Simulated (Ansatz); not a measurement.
# AlMo3C: what a guessed cell relaxes into, part 2 of 2

The task: take a trial cell of AlMo3C to zero force and stress.

Ansatz 0.2.0; DFT PBE, scalar-relativistic, plane waves, PAW. Earlier steps stand in the parts before.

## Step 4: Spin check on a coarse mesh

Input file input.yaml:

```yaml
crystal:
  lattice:
    - [2.9427575308, 0.0, 0.0]
    - [0.0, 2.9427575308, 0.0]
    - [0.0, 0.0, 8.2979691833]
  atoms:
    - { symbol: Al, position: [0.0, 0.0, 0.5] }
    - { symbol: Mo, position: [0.0, 0.0, 0.0], spin: 1.0 }
    - { symbol: Mo, position: [0.0, 0.5, 0.7467741362], spin: 1.0 }
    - { symbol: Mo, position: [0.5, 0.0, 0.2532258638], spin: 1.0 }
    - { symbol: C, position: [0.5, 0.5, 0.5] }
basis:
  ecutwfc: 420
kpoints:
  mp_grid: { grid: [6, 6, 2] }
hamiltonian:
  xc: pbe
scf:
  occupations: { method: gaussian, width: 0.1 }
  lower_state_search: "off"
output:
  forces: true
  stress: true
  eigenvalues: true
  populations: true
magnetization:
  spin_polarized: true
```

Started as:

```
$ ansatz run input.yaml --threads 1 --pin off --max-ram 2560MiB --backend cpu --events-out ev --progress --plain --runs-dir out
```

The program printed (excerpt; [...] marks lines left out):

```text
[...]
SCF converged after 16 iterations
Magnetization: 0.0000 μB (24.5000 up, 24.5000 down)
Absolute magnetization: 0.0000 μB (∫|ρ↑−ρ↓|, with the PAW one-centre terms)
Spin contamination: 0.0000 ħ² per cell (⟨S²⟩ above its minimum at these occupations)
Per-site moments (μB) at R_I (Å): [(-2.434365738861513e-7, 0.8583480697342899), (-6.147600661319371e-7, 1.0581449806764949), (2.0004686160428207e-6, 1.0401324531280818), (2.0004686159439953e-6, 1.0401324531280818), (5.42364570949232e-7, 0.8583480697342899)]
Free energy (F): -15652.559320 eV
[...]
E sigma→0 (E₀):  -15652.553063 eV
Entropy (-TS):   -0.012513 eV (-2.503 meV/atom)
Fermi energy:    15.930403 eV
[...]
--- Forces (eV/Å), atoms counted from 1 ---
  atom   1  Al     0.00000000     0.00000000     0.00000000
  atom   2  Mo     0.00000000     0.00000000     0.00000000
  atom   3  Mo     0.00000000     0.00000000    -0.06350844
  atom   4  Mo    -0.00000000     0.00000000     0.06350844
  atom   5  C      0.00000000     0.00000000     0.00000000
[...]
--- Stress (GPa, compression-positive) ---
       -0.273041       0.000000       0.000000
        0.000000      -0.273041       0.000000
        0.000000       0.000000       1.006003
  P = ⅓ Tr σ = 0.1533 GPa (1.533 kbar)
--- Band table (eV; the first three rows and the last of 40) ---
[...]
--- Löwdin populations: 5 sites ---
  site symbol       q [e]    m [muB]
     0     Al      2.4302    -0.0000
     1     Mo     13.8742    -0.0000
     2     Mo     13.8260     0.0000
     3     Mo     13.8260     0.0000
     4      C      4.8003     0.0000
  spilling = 0.004965 (of n_electrons = 49.000000)
```

Wall time 15 s (1 thread of Arm Neoverse V1, shared host); peak memory 0.33 GiB.

Site by site:

```csv
atom,Löwdin electrons
Al1,2.43
Mo2,13.87
Mo3,13.83
Mo4,13.83
C5,4.80
```

The Löwdin counts miss 0.24 of the 49 electrons, which the atomic orbitals do not span, so they are no charges.

The same cell is solved with trial moments on Mo. The largest site moment that stays is 0.00 μB and the cell's total 0.00 μB. The workflow keeps spin only above 0.25 μB on a site, so the next run goes without spin.

## Step 5: Relaxation on the finer mesh

The end of the coarse run is made exact in the group found at a tolerance of 0.06 Å and reduced to its primitive cell.

Input file input.yaml:

```yaml
crystal:
  lattice:
    - [2.9427575308, 0.0, 0.0]
    - [0.0, 2.9427575308, 0.0]
    - [0.0, 0.0, 8.2979691833]
  atoms:
    - { symbol: Al, position: [0.0, 0.0, 0.5] }
    - { symbol: Mo, position: [0.0, 0.0, 0.0] }
    - { symbol: Mo, position: [0.0, 0.5, 0.7467741362] }
    - { symbol: Mo, position: [0.5, 0.0, 0.2532258638] }
    - { symbol: C, position: [0.5, 0.5, 0.5] }
basis:
  ecutwfc: 420
kpoints:
  mp_grid: { grid: [12, 12, 6] }
hamiltonian:
  xc: pbe
scf:
  occupations: { method: gaussian, width: 0.1 }
output:
  forces: true
  stress: true
  eigenvalues: true
  write_density: true
  write_potential: true
  elf: true
  volumetric_format: npy
relax:
  adjacent_minimum: "off"
  f_tol: 0.01
  max_steps: 80
  cell: { stress_tol: 0.05 }
```

Started as:

```
$ ansatz run input.yaml --threads 1 --pin off --max-ram 2560MiB --backend cpu --events-out ev --progress --plain --runs-dir out
```

The program printed:

```text
Warning: RAYON_NUM_THREADS=1 ignored (pool sized by the plan → 1); use --threads N
[... 10 set-up lines as earlier in the session ...]
Crystal: 5 atoms, lattice volume = 71.859 Å³
Basis set: ecut = 420 eV, 1375 PW (Γ), exchange–correlation on 40×40×120 points (8 copies of the dense FFT grid, shifted against one another)
Bands: 30, of which v1, the nominal top of the filled ones, is band 25 counted from 1 (24 counted from 0)
[... 1 set-up line as earlier in the session ...]
Space group: P-4m2 (ITA 115), of the structure as read, at distance tolerance 4.2e-5 Å
k-points: 112 of 864 (time reversal used)
[... 10 set-up lines as earlier in the session ...]
SCF iter   1: F=—  HF=-15652.592618 eV  |F-HF|=—  |Δ(HF+E_count)|=         —  Δρ=9.59e-3  dr2=4.34e-1  ethr=1.77e-3  ⟨swp⟩=5.4  Hψ=13253  notcnv=0
preconditioner: auto → Kerker (q_TF=auto, 2.560 Å⁻¹)  [metal: Δε(μ)=0.036 eV  Ē_g=4.953 eV  σ=0.100 eV  W_gap=0.20  n_scr=18 (ndim 8)  ℏωp=21.9 eV  f_vac=0.000  D(μ)=2.23/eV (n_scr^D=18)]
SCF iter   2: F=—  HF=-15652.575484 eV  |F-HF|=—  |Δ(HF+E_count)|=   1.71e-2  Δρ=5.08e-3  dr2=1.44e-1  ethr=8.85e-4  ⟨swp⟩=1.0  Hψ=4257  notcnv=0
SCF iter   3: F=—  HF=-15652.565677 eV  |F-HF|=—  |Δ(HF+E_count)|=   9.81e-3  Δρ=9.37e-4  dr2=3.37e-3  ethr=2.95e-4  ⟨swp⟩=1.7  Hψ=3402  notcnv=0
SCF iter   4: F=—  HF=-15652.565204 eV  |F-HF|=—  |Δ(HF+E_count)|=   4.73e-4  Δρ=2.68e-4  dr2=1.23e-4  ethr=6.87e-6  ⟨swp⟩=2.0  Hψ=4278  notcnv=0
SCF iter   5: F=—  HF=-15652.565179 eV  |F-HF|=—  |Δ(HF+E_count)|=   2.51e-5  Δρ=7.05e-5  dr2=4.09e-6  ethr=2.52e-7  ⟨swp⟩=2.0  Hψ=4491  notcnv=0
SCF iter   6: F=—  HF=-15652.565276 eV  |F-HF|=—  |Δ(HF+E_count)|=   9.70e-5  Δρ=1.62e-5  dr2=1.74e-7  ethr=8.34e-9  ⟨swp⟩=2.0  Hψ=4728  notcnv=0
SCF iter   7: F=-15652.565276 eV  HF=-15652.565276 eV  |F-HF|=3.69e-9  |Δ(HF+E_count)|=   1.42e-8  Δρ=3.65e-6  dr2=1.23e-8  ethr=2.04e-10  ⟨swp⟩=10.0  Hψ=20882  notcnv=0
SCF 1 converged in 7 iterations: F = -15652.565276 eV  dr2 = 1.23e-8
relax step   1: F+E_penalty+E_count = -15652.56527618 eV  Δ(F+E_penalty+E_count) = +0.000e0 eV  max|allowed force component| = 1.106e-1 eV/Å  Δτ_max = 0.0000 Å  P = +0.011 GPa  Ω = 71.859 Å³  (7 SCF iters, dr2 threshold 1.00e-7 eV, accepted)
Crystal: 5 atoms, lattice volume = 71.806 Å³
[... 2 set-up lines as earlier in the session ...]
iter 1 solved again at ethr=1.25e-5 eV; its pass at ethr=3.10e-3 eV (dr2=6.10e-3 eV) is discarded
SCF iter   1: F=—  HF=-15652.566221 eV  |F-HF|=—  |Δ(HF+E_count)|=         —  Δρ=1.55e-3  dr2=6.08e-3  ethr=1.25e-5  ⟨swp⟩=1.1  Hψ=14077  notcnv=0
preconditioner: auto → Kerker (q_TF=auto, 2.560 Å⁻¹)  [metal: Δε(μ)=0.022 eV  Ē_g=4.905 eV  σ=0.100 eV  W_gap=0.12  n_scr=18 (ndim 8)  ℏωp=21.9 eV  f_vac=0.000  D(μ)=2.11/eV (n_scr^D=18)]
SCF iter   2: F=—  HF=-15652.565986 eV  |F-HF|=—  |Δ(HF+E_count)|=   2.35e-4  Δρ=7.98e-4  dr2=1.77e-3  ethr=1.24e-5  ⟨swp⟩=1.0  Hψ=3360  notcnv=0
SCF iter   3: F=—  HF=-15652.565882 eV  |F-HF|=—  |Δ(HF+E_count)|=   1.04e-4  Δρ=1.02e-4  dr2=4.03e-5  ethr=3.61e-6  ⟨swp⟩=1.5  Hψ=3431  notcnv=0
SCF iter   4: F=—  HF=-15652.565974 eV  |F-HF|=—  |Δ(HF+E_count)|=   9.20e-5  Δρ=2.94e-5  dr2=2.48e-6  ethr=8.23e-8  ⟨swp⟩=2.3  Hψ=4336  notcnv=0
iter 5 did not close the SCF: its close was put off for the readings that it lacked (scf_convergence_deferred on its scf_iter line)
SCF iter   5: F=-15652.565974 eV  HF=-15652.565974 eV  |F-HF|=6.91e-8  |Δ(HF+E_count)|=   3.92e-7  Δρ=9.28e-6  dr2=1.09e-7  ethr=5.06e-9  ⟨swp⟩=2.2  Hψ=4284  notcnv=0
SCF iter   6: F=-15652.565974 eV  HF=-15652.565974 eV  |F-HF|=9.17e-10  |Δ(HF+E_count)|=   2.12e-8  Δρ=1.83e-6  dr2=2.72e-9  ethr=2.23e-10  ⟨swp⟩=6.0  Hψ=19692  notcnv=0
SCF 2 converged in 6 iterations: F = -15652.565974 eV  dr2 = 2.72e-9
relax step   2: F+E_penalty+E_count = -15652.56597367 eV  Δ(F+E_penalty+E_count) = -6.975e-4 eV  max|allowed force component| = 2.426e-2 eV/Å  Δτ_max = 0.0075 Å  P = +0.315 GPa  Ω = 71.806 Å³  energy of the carried Pulay correction = +3.528e-5 eV  (6 SCF iters, dr2 threshold 5.00e-7 eV, accepted)
Crystal: 5 atoms, lattice volume = 71.931 Å³
iter 1 solved again at ethr=2.15e-7 eV; its pass at ethr=3.10e-3 eV (dr2=1.05e-4 eV) is discarded
SCF iter   1: F=—  HF=-15652.565959 eV  |F-HF|=—  |Δ(HF+E_count)|=         —  Δρ=2.85e-4  dr2=1.08e-4  ethr=2.15e-7  ⟨swp⟩=2.0  Hψ=16893  notcnv=0
preconditioner: auto → Kerker (q_TF=auto, 2.559 Å⁻¹)  [metal: Δε(μ)=0.023 eV  Ē_g=4.898 eV  σ=0.100 eV  W_gap=0.13  n_scr=18 (ndim 8)  ℏωp=21.9 eV  f_vac=0.000  D(μ)=2.11/eV (n_scr^D=18)]
SCF iter   2: F=—  HF=-15652.566049 eV  |F-HF|=—  |Δ(HF+E_count)|=   8.97e-5  Δρ=1.34e-4  dr2=2.32e-5  ethr=2.15e-7  ⟨swp⟩=1.1  Hψ=3384  notcnv=0
SCF iter   3: F=—  HF=-15652.566045 eV  |F-HF|=—  |Δ(HF+E_count)|=   3.50e-6  Δρ=2.70e-5  dr2=1.02e-6  ethr=4.74e-8  ⟨swp⟩=1.9  Hψ=3694  notcnv=0
iter 4 did not close the SCF: its close was put off for the readings that it lacked (scf_convergence_deferred on its scf_iter line)
SCF iter   4: F=-15652.566045 eV  HF=-15652.566045 eV  |F-HF|=3.31e-8  |Δ(HF+E_count)|=   2.44e-7  Δρ=6.59e-6  dr2=5.10e-8  ethr=2.08e-9  ⟨swp⟩=2.2  Hψ=4311  notcnv=0
iter 5 did not close the SCF: its close was put off for the readings that it lacked (scf_convergence_deferred on its scf_iter line)
SCF iter   5: F=-15652.566045 eV  HF=-15652.566045 eV  |F-HF|=2.38e-9  |Δ(HF+E_count)|=   9.83e-9  Δρ=1.45e-6  dr2=3.40e-9  ethr=1.04e-10  ⟨swp⟩=2.0  Hψ=4673  notcnv=0
SCF iter   6: F=-15652.566045 eV  HF=-15652.566045 eV  |F-HF|=1.07e-10  |Δ(HF+E_count)|=  3.71e-10  Δρ=3.57e-7  dr2=1.41e-10  ethr=6.95e-12  ⟨swp⟩=4.7  Hψ=17239  notcnv=0
SCF 3 converged in 6 iterations: F = -15652.566045 eV  dr2 = 1.41e-10
relax step   3: F+E_penalty+E_count = -15652.56604487 eV  Δ(F+E_penalty+E_count) = -7.121e-5 eV  max|allowed force component| = 2.242e-3 eV/Å  Δτ_max = 0.0009 Å  P = -0.066 GPa  Ω = 71.931 Å³  energy of the carried Pulay correction = -4.815e-5 eV  (6 SCF iters, dr2 threshold 5.00e-7 eV, accepted)
Crystal: 5 atoms, lattice volume = 71.906 Å³
iter 1 solved again at ethr=3.08e-8 eV; its pass at ethr=3.10e-3 eV (dr2=1.51e-5 eV) is discarded
SCF iter   1: F=—  HF=-15652.565968 eV  |F-HF|=—  |Δ(HF+E_count)|=         —  Δρ=6.79e-5  dr2=1.52e-5  ethr=3.08e-8  ⟨swp⟩=2.0  Hψ=16878  notcnv=0
preconditioner: auto → Kerker (q_TF=auto, 2.559 Å⁻¹)  [metal: Δε(μ)=0.023 eV  Ē_g=4.901 eV  σ=0.100 eV  W_gap=0.13  n_scr=18 (ndim 8)  ℏωp=21.9 eV  f_vac=0.000  D(μ)=2.11/eV (n_scr^D=18)]
SCF iter   2: F=—  HF=-15652.566067 eV  |F-HF|=—  |Δ(HF+E_count)|=   9.94e-5  Δρ=3.25e-5  dr2=4.34e-6  ethr=3.08e-8  ⟨swp⟩=1.0  Hψ=3360  notcnv=0
SCF iter   3: F=—  HF=-15652.566067 eV  |F-HF|=—  |Δ(HF+E_count)|=   3.66e-7  Δρ=6.11e-6  dr2=2.08e-7  ethr=8.87e-9  ⟨swp⟩=1.4  Hψ=3418  notcnv=0
iter 4 did not close the SCF: its close was put off for the readings that it lacked (scf_convergence_deferred on its scf_iter line)
SCF iter   4: F=-15652.566067 eV  HF=-15652.566067 eV  |F-HF|=4.87e-9  |Δ(HF+E_count)|=   3.34e-8  Δρ=1.88e-6  dr2=6.27e-9  ethr=4.24e-10  ⟨swp⟩=2.2  Hψ=4053  notcnv=0
iter 5 did not close the SCF: its close was put off for the readings that it lacked (scf_convergence_deferred on its scf_iter line)
SCF iter   5: F=-15652.566067 eV  HF=-15652.566067 eV  |F-HF|=2.76e-10  |Δ(HF+E_count)|=   1.61e-9  Δρ=6.87e-7  dr2=4.78e-10  ethr=1.28e-11  ⟨swp⟩=2.3  Hψ=4630  notcnv=0
SCF iter   6: F=-15652.566067 eV  HF=-15652.566067 eV  |F-HF|=0.00e0  |Δ(HF+E_count)|=  1.11e-10  Δρ=1.22e-7  dr2=1.02e-11  ethr=1.00e-12  ⟨swp⟩=4.2  Hψ=16277  notcnv=0
SCF 4 converged in 6 iterations: F = -15652.566067 eV  dr2 = 1.02e-11
relax step   4: F+E_penalty+E_count = -15652.56606691 eV  Δ(F+E_penalty+E_count) = -2.204e-5 eV  max|allowed force component| = 3.501e-5 eV/Å  Δτ_max = 0.0002 Å  P = +0.001 GPa  Ω = 71.906 Å³  energy of the carried Pulay correction = -3.183e-5 eV  (6 SCF iters, accepted)
Initial wavefunctions: pseudopotential atomic-orbital guess (no wavefunctions were taken with the density)
iter 1 solved again at ethr=4.50e-8 eV; its pass at ethr=3.10e-3 eV (dr2=2.21e-5 eV) is discarded
SCF iter   1: F=—  HF=-15652.566009 eV  |F-HF|=—  |Δ(HF+E_count)|=         —  Δρ=4.78e-6  dr2=1.17e-8  ethr=4.50e-8  ⟨swp⟩=3.8  Hψ=22910  notcnv=0
SCF iter   2: F=—  HF=-15652.566108 eV  |F-HF|=—  |Δ(HF+E_count)|=   9.91e-5  Δρ=2.54e-6  dr2=1.44e-9  ethr=2.38e-11  ⟨swp⟩=2.9  Hψ=6492  notcnv=0
SCF iter   3: F=—  HF=-15652.566108 eV  |F-HF|=—  |Δ(HF+E_count)|=  8.73e-10  Δρ=1.50e-6  dr2=5.94e-10  ethr=2.93e-12  ⟨swp⟩=1.5  Hψ=3483  notcnv=0
SCF iter   4: F=—  HF=-15652.566108 eV  |F-HF|=—  |Δ(HF+E_count)|=  5.13e-10  Δρ=2.07e-7  dr2=6.09e-11  ethr=1.21e-12  ⟨swp⟩=2.0  Hψ=4610  notcnv=0
iter 5 did not close the SCF: its close was put off for the readings that it lacked (scf_convergence_deferred on its scf_iter line)
SCF iter   5: F=-15652.566108 eV  HF=-15652.566108 eV  |F-HF|=1.46e-11  |Δ(HF+E_count)|=  1.82e-12  Δρ=8.66e-8  dr2=1.58e-11  ethr=1.00e-12  ⟨swp⟩=1.0  Hψ=3360  notcnv=0
iter 6 did not close the SCF: its close was put off for the readings that it lacked (scf_convergence_deferred on its scf_iter line)
SCF iter   6: F=-15652.566108 eV  HF=-15652.566108 eV  |F-HF|=0.00e0  |Δ(HF+E_count)|=    0.00e0  Δρ=3.87e-8  dr2=2.68e-12  ethr=1.00e-12  ⟨swp⟩=1.0  Hψ=3360  notcnv=0
iter 7 did not close the SCF: its close was put off for the readings that it lacked (scf_convergence_deferred on its scf_iter line)
SCF iter   7: F=-15652.566108 eV  HF=-15652.566108 eV  |F-HF|=1.82e-12  |Δ(HF+E_count)|=    0.00e0  Δρ=1.43e-8  dr2=3.58e-13  ethr=1.00e-12  ⟨swp⟩=1.0  Hψ=3360  notcnv=0
iter 8 did not close the SCF: its close was put off for the readings that it lacked (scf_convergence_deferred on its scf_iter line)
SCF iter   8: F=-15652.566108 eV  HF=-15652.566108 eV  |F-HF|=0.00e0  |Δ(HF+E_count)|=    0.00e0  Δρ=1.81e-9  dr2=6.23e-15  ethr=1.00e-12  ⟨swp⟩=1.0  Hψ=3360  notcnv=0
SCF iter   9: F=-15652.566108 eV  HF=-15652.566108 eV  |F-HF|=3.64e-12  |Δ(HF+E_count)|=    0.00e0  Δρ=2.83e-10  dr2=1.94e-16  ethr=1.00e-12  ⟨swp⟩=2.0  Hψ=8537  notcnv=0
SCF 5 converged in 9 iterations: F = -15652.566108 eV  dr2 = 1.94e-16
relax step   5: F+E_penalty+E_count = -15652.56610773 eV  Δ(F+E_penalty+E_count) = -4.082e-5 eV  max|allowed force component| = 3.368e-5 eV/Å  Δτ_max = 0.0000 Å  P = +0.002 GPa  Ω = 71.906 Å³  stress off target by 1.68e-3 GPa  SCF on the basis re-selected at this cell (its energy is not comparable with the rows above)  (9 SCF iters)
basis re-selected at this cell: Δ(F+E_penalty+E_count) = -4.082e-5 eV, ΔP = +0.001 GPa vs the last step (what re-selecting the basis moved, of the pressure what is left beyond the Pulay correction that the steps carried, after the strain that the cell walked since its last selection, with what the two solves' SCF thresholds leave and, on support functions, any second-order correction that the steps lacked; it is no measure of the basis error at this ecutwfc). This SCF's stress stands 1.68e-3 GPa from its target on what of the cell is left free (relax.cell.stress_tol is 5.00e-2 GPa) and its largest allowed force component is 3.37e-5 eV/Å (relax.f_tol is 1.00e-2 eV/Å): within both
SCF converged after 9 iterations
Free energy (F): -15652.566108 eV
Harris-Foulkes:  -15652.566108 eV  (|F-HF|=3.64e-12)
Internal energy: -15652.555538 eV  (E = F + TS)
E sigma→0 (E₀):  -15652.560823 eV
Entropy (-TS):   -0.010570 eV (-2.114 meV/atom)
Fermi energy:    15.977191 eV
--- Per-component energies (eV) ---
  E_band       = -293.225192
  E_kinetic    = 1436.562241
  E_local      = -3392.185075  (includes V_loc(G=0)·N_el)
  E_nonlocal   = 469.703507
  E_hartree    = 1205.243644
  E_xc         = -637.288988
  E_vxc        = -774.198448  (∫ρ·V_xc dr)
  E_paw        = -10171.591027  (= ΣΔE_a)
  E_vpaw       = -443.594849  (= ΣTr[D̂ρ^β])
  E_aug_tail   = 0.000143  (compensation charges beyond the density's cutoff)
  E_ewald      = -4562.999984
  E_smearing   = -0.010570  (= −TS)
  E_closure    = 0.000000  (closes the sum)
  Σ components = -15652.566108   (vs F -15652.566108, Δ=0.00e0)
--- Forces (eV/Å), atoms counted from 1 ---
  atom   1  Al     0.00000000     0.00000000     0.00000000
  atom   2  Mo    -0.00000000     0.00000000    -0.00000000
  atom   3  Mo     0.00000000     0.00000000    -0.00003368
  atom   4  Mo     0.00000000     0.00000000     0.00003368
  atom   5  C      0.00000000     0.00000000     0.00000000
  max |Σ_I F_I| component: 8.58e-16 eV/Å
--- Stress (GPa, compression-positive) ---
        0.001679       0.000000       0.000000
        0.000000       0.001679       0.000000
        0.000000       0.000000       0.001614
  P = ⅓ Tr σ = 0.0017 GPa (0.017 kbar)
--- Band table (eV; the first three rows and the last of 112) ---
  k-point 0: bands = ["-44.9253", "-44.8005", "-44.5955", "-19.6121", "-18.9701", "-18.8224", "-18.8224", "-18.6847", "-18.6847", "-18.3726", "-18.3726", "-18.1797", "2.6805", "10.0915", "10.7914", "11.6000", "12.2370", "13.1117", "13.3202", "14.0779", "14.0779", "14.7988", "14.7988", "14.8548", "16.4466", "17.2957", "17.6987", "18.1265", "18.1265", "18.2662"]
  k-point 1: bands = ["-44.9252", "-44.8005", "-44.5955", "-19.6134", "-18.9673", "-18.8224", "-18.8224", "-18.6848", "-18.6848", "-18.3726", "-18.3726", "-18.1812", "2.6837", "9.8620", "11.0924", "11.6107", "12.2873", "13.0776", "13.3318", "13.9883", "13.9883", "14.6828", "14.9766", "14.9766", "16.4368", "17.2271", "17.7008", "17.7688", "17.7688", "18.2614"]
  k-point 2: bands = ["-44.9251", "-44.8007", "-44.5954", "-19.6161", "-18.9617", "-18.8223", "-18.8223", "-18.6849", "-18.6849", "-18.3726", "-18.3726", "-18.1842", "2.6900", "9.5940", "11.4612", "11.6647", "12.4554", "13.0012", "13.4057", "13.8645", "13.8645", "14.2275", "15.3253", "15.3253", "16.4212", "17.1533", "17.2180", "17.2180", "17.7049", "18.2519"]
  k-point 111: bands = ["-44.7069", "-44.7069", "-44.6297", "-19.4930", "-19.3501", "-19.3501", "-19.1199", "-19.1193", "-19.0286", "-18.5043", "-18.5043", "-18.2899", "6.4348", "9.9137", "9.9137", "11.6300", "12.6696", "12.6800", "12.7186", "12.7186", "13.7162", "14.3264", "14.3264", "15.8777", "16.8457", "18.5420", "18.9305", "18.9305", "19.5151", "19.6022"]
--- Relaxed structure (4 steps of the walk, 4 accepted, 1 SCFs on fresh bases) ---
  F+E_penalty+E_count = -15652.56610773 eV   max|allowed force component| = 3.368e-5 eV/Å   (the final SCF, on the basis selected at the relaxed cell)
  cell:  # Å, volume = 71.9064 Å³
    - [2.9449689218681576, 0.0, 3.953357030712871e-33]
    - [0.0, 2.9449689218681576, 0.0]
    - [1.1147651299194765e-32, 0.0, 8.290980885929986]
  atoms:
    - { symbol: Al, position: [-3.403214707971895e-34, 0.0, 0.49999999999999994] }
    - { symbol: Mo, position: [1.8325002273694836e-34, 0.0, 0.0] }
    - { symbol: Mo, position: [9.031608263463884e-34, 0.49999999999999994, 0.7475473152867425] }
    - { symbol: Mo, position: [0.49999999999999994, 0.0, 0.25245268471325727] }
    - { symbol: C, position: [0.49999999999999994, 0.49999999999999994, 0.49999999999999994] }
```

Run time: 1.9 min. Hardware: 1 thread of Arm Neoverse V1, shared host; peak memory 0.45 GiB.

The steps of the relaxation:

```
step  E - E(step 1) (eV/cell)  largest force component (eV/Å)  pressure (GPa)  volume (Å³)
   1                   0.0000                          0.1106            0.01        71.86
   2                  -0.0007                          0.0243            0.32        71.81
   3                  -0.0008                          0.0022           -0.07        71.93
   4                  -0.0008                          0.0000            0.00        71.91
   5                  -0.0008                          0.0000            0.00        71.91
```

Step 1 is the start. Step 5 repeats the geometry before it on a plane-wave basis chosen anew for that cell, so its energy need not be comparable with the rows above.

|  | before | after | change |
| --- | --- | --- | --- |
| a (Å) | 2.943 | 2.945 | +0.1 % |
| b (Å) | 2.943 | 2.945 | +0.1 % |
| c (Å) | 8.298 | 8.291 | -0.1 % |
| volume (Å³/atom) | 14.37 | 14.38 | +0.1 % |
| shortest distance (Å) | 2.081 | 2.082 | +0.1 % |
| space group (0.01 Å) | P-4m2 | P-4m2 | same |

Forces and stress were held to the start's 8 operations: a distortion of lower symmetry was not tested.

Density in a lattice plane of the grid's cell (edges 2.94 and 8.29 Å, at 0.000 of the third edge), which holds Al and Mo.

Ten even steps from ' ' (0.06 e/Å³) to '@' (6.48 e/Å³):
```
%%**::      ::**
::..          ..
                
                
                
                
                
                
                
                
                
                
      ..::..    
    ::##%%##::  
    --@@@@@@--  
    ::**%%**::  
      ..::..    
::..          ..
%%**::      ::**
@@@@--      --@@
```
Columns run along the first of these edges and rows up along the second, over one cell in 8 and 20 even steps from the bottom left corner. Atoms in the plane (fractional): Al at (1.00, 0.50), Mo at (0.00, 0.00), Mo at (0.50, 0.25).

ELF in the same plane.

Ten even steps from '0' (0.01) to '9' (0.76):
```
89722279
55222225
33333333
55444445
44444444
65432345
87521257
76311136
00121210
10132310
00343430
77522257
86566656
64798974
43784873
53699963
34455544
55455545
89646469
38834388
```
Columns run along the first of these edges and rows up along the second, over one cell in 8 and 20 even steps from the bottom left corner. Atoms in the plane (fractional): Al at (1.00, 0.50), Mo at (0.00, 0.00), Mo at (0.50, 0.25).

Both are smooth fields of the valence electrons: close to the nuclei they are not physical.

The highest ELF values outside the cores: 0.84 on the C–Al line, 0.7 Å from C; 0.69 beside Al, off the lines to its neighbours, 1.0 Å from Al; 0.54 between the atoms, 1.5 Å from Mo.

## Step 6: Results

The summary covers parts 1 to 2. Changes of volume or cell count from the first structure of part 1.

```
                              quantity                                                                      value
symmetry at the end (tolerance 0.05 Å)                                                space group P-4m2 (No. 115)
                     conventional cell  a = 2.945 Å, b = 2.945 Å, c = 8.291 Å, α = 90.00°, β = 90.00°, γ = 90.00°
                                volume                                                              14.38 Å³/atom
              energy over the elements                                                              +0.79 eV/atom
                       gap on the mesh                                                               none (metal)
```

In words: The space group P-4m2 (No. 115) is kept, and the volume per atom shrinks by 17.8 % from the first guess. With a positive formation energy it can't be a ground state. No finished test with a distortion of lower symmetry is shown, so the end may be a saddle point. Other magnetic orders were not searched.
